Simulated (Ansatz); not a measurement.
# WSF₄: small, medium and large basis sets

How large a basis does WSF₄ need? Two functionals are run in growing sets.

The runs use Ansatz 0.2.0, Gaussian basis; one geometry, several basis sets.

The runs, in order: PBE0-D4/def2-SVP; ωB97M-V/def2-SVP; PBE0-D4/def2-QZVPP; ωB97M-V/def2-QZVPP; the functionals' def2-TZVPP values are taken from earlier runs.

### Step 1. The geometry

An earlier PBE0-D4 in a triple-zeta def2 set relaxation fixed the geometry. W takes the def2 core potential; no spin-orbit term is included.

SMILES `[F][W]([F])([F])([F])=[S]`, 6 atoms, charge 0, spin multiplicity 1.

Atoms are counted from 1 here; the program's logs count them from 0.

Bond lengths: F1–W2 1.847 Å, W2–F3 1.847 Å, W2–F4 1.847 Å, W2–F5 1.847 Å, W2–S6 2.092 Å. Angles: F1–W2–F3 85.9°, F1–W2–F4 85.9°, F1–W2–F5 149.0°, F1–W2–S6 105.5°, F3–W2–F4 149.0°, F3–W2–F5 85.9°, F3–W2–S6 105.5°, F4–W2–F5 85.9°, F4–W2–S6 105.5°, F5–W2–S6 105.5°.

### Step 2. PBE0-D4 in def2-SVP

The input, in.yaml:

```yaml
crystal:
  periodic: [false, false, false]
  atoms:
    - {symbol: F, position_ang: [-0.752769, -1.555048, 0.668625]}
    - {symbol: W, position_ang: [0.007003, -0.014331, -0.010689]}
    - {symbol: F, position_ang: [1.552070, -0.558180, 0.843428]}
    - {symbol: F, position_ang: [-1.177413, -0.207933, -1.415046]}
    - {symbol: F, position_ang: [1.127475, 0.788819, -1.240316]}
    - {symbol: S, position_ang: [-0.756366, 1.546672, 1.153999]}
basis:
  gaussian: {orbitals: def2-SVP}
hamiltonian: {xc: pbe0, dispersion: d4}
output: {orbitals: {seedname: orbitals}}
```

After this run come: ωB97M-V in def2-SVP; PBE0-D4 in def2-QZVPP; ωB97M-V in def2-QZVPP.

Before running them: what should the planned runs give, taken together? Wanted: PBE0-D4: double and triple zeta above quadruple; ωB97M-V: double and triple zeta above quadruple.

As calculated:

```
                                       quantity           value
PBE0-D4: double and triple zeta above quadruple  18.86, 0.92 eV
ωB97M-V: double and triple zeta above quadruple  19.06, 0.87 eV
```

What this shows: For PBE0-D4 the step from double to triple zeta gains 17.93 eV and the next only 0.92 eV. These are total energies; as a rule much of such shifts cancels in differences, which this series doesn't test.
